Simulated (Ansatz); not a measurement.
# BHLYP/STO-3G run of SnSe (SMILES [Se][Sn])

Aim: the electronic atomisation energy of SnSe at BHLYP/STO-3G, from 3 runs. 

Program for the calculation: Ansatz 0.2.0.

57 further runs of the same task are left out: 19 that didn't finish, 38 set aside as unsound or not needed.

**1. The structure to begin with**

SnSe: 2 atoms, total charge 0, spin state singlet. SMILES: `[Se][Sn]`. Geometry: relaxed at PBE0-D4/def2-TZVP.

Bond lengths: Se1–Sn2 2.325 Å.

**2. A single-point energy at BHLYP/STO-3G**

Contents of molecule.yaml:

```yaml
basis:
  gaussian:
    orbitals: STO-3G
crystal:
  periodic: [false, false, false]
  atoms:
    - {symbol: Se, position_ang: [0.000000, -0.000000, 0.006530]}
    - {symbol: Sn, position_ang: [-0.000000, 0.000000, 2.331810]}
magnetization:
  spin_polarized: false
  initial_magnetization: 0
hamiltonian:
  xc: {name: BHLYP}
accuracy: high
```

The run is started by

```sh
$ ansatz run molecule.yaml --threads 1 --pin off --max-ram 3480MiB --events-out events.jsonl --progress --plain --runs-dir runs
```

Output:

```text
Warning: RAYON_NUM_THREADS=1 ignored (pool sized by the plan → 1); use --threads N
Functional definition: BHLYP
  name "BHLYP"
  parameter a = 0.5
  exchange = (1 - a)*b88_x + a*exact_x
  correlation = lyp_c
711 factors; integrals over basis functions are off by at most 1.8e-8 eV
mean field evaluation 1: about -226953.3642 eV, gradient 2.0e1 eV
mean field evaluation 2: about -226934.3998 eV, gradient 6.9e1 eV
mean field evaluation 4: about -226956.6041 eV, gradient 6.0e-1 eV
mean field evaluation 8: about -226956.6206 eV, gradient 5.3e-3 eV
mean field evaluation 16: about -226956.6206 eV, gradient 5.1e-8 eV
mean field -226956.62064761 eV, -8340.5019720768 hartree, gradient 5.1e-8 eV, S^2 0.000000; 0 other end points of the search recorded, 0 dependent functions left out
reference -226956.62066569 eV, -8340.5019727413 hartree; 42, 42 occupied and 3, 3 virtual orbitals, 711 factors
Total energy: -226956.62066569 eV, -8340.5019727413 hartree
```

Run time: 2.3 s. Hardware: 1 thread of Arm Neoverse V1, shared host; peak memory 0.14 GiB.

**3. The Se atom at the same level**

Contents of input.yaml:

```yaml
crystal:
  periodic: [false, false, false]
  atoms:
    - {symbol: Se, position_ang: [0.000000, 0.000000, 0.000000]}
basis:
  gaussian:
    orbitals: STO-3G
hamiltonian:
  xc: {name: BHLYP}
accuracy: high
magnetization:
  spin_polarized: true
  initial_magnetization: 2
```

Run the same way, it converges to -2374.90823 Eh (log not shown).

**4. The Sn atom**

Contents of input.yaml:

```yaml
basis:
  gaussian:
    orbitals: STO-3G
crystal:
  periodic: [false, false, false]
  atoms:
    - {symbol: Sn, position_ang: [0.000000, 0.000000, 0.000000]}
magnetization:
  spin_polarized: true
  initial_magnetization: 2
hamiltonian:
  xc: {name: BHLYP}
accuracy: high
```

Run the same way, it converges to -5965.37809 Eh (log not shown).

**5. Summary of results**

Level: BHLYP/STO-3G.

```
                     quantity           value
       molecule: total energy  -8340.50197 Eh
        Se atom: total energy  -2374.90823 Eh
                Se atom: ⟨S²⟩           2.000
        Sn atom: total energy  -5965.37809 Eh
                Sn atom: ⟨S²⟩           2.000
electronic atomisation energy        5.868 eV
```

What this shows: Taking the molecule apart into free atoms costs 5.87 eV (566 kJ/mol), before zero-point energy and without spin-orbit coupling. In a minimal basis such a difference can be off by several eV, whatever the method. Relativity is left out (molecule) although the molecule holds a heavy atom. Relativity is left out (Sn atom) although the molecule holds a heavy atom.
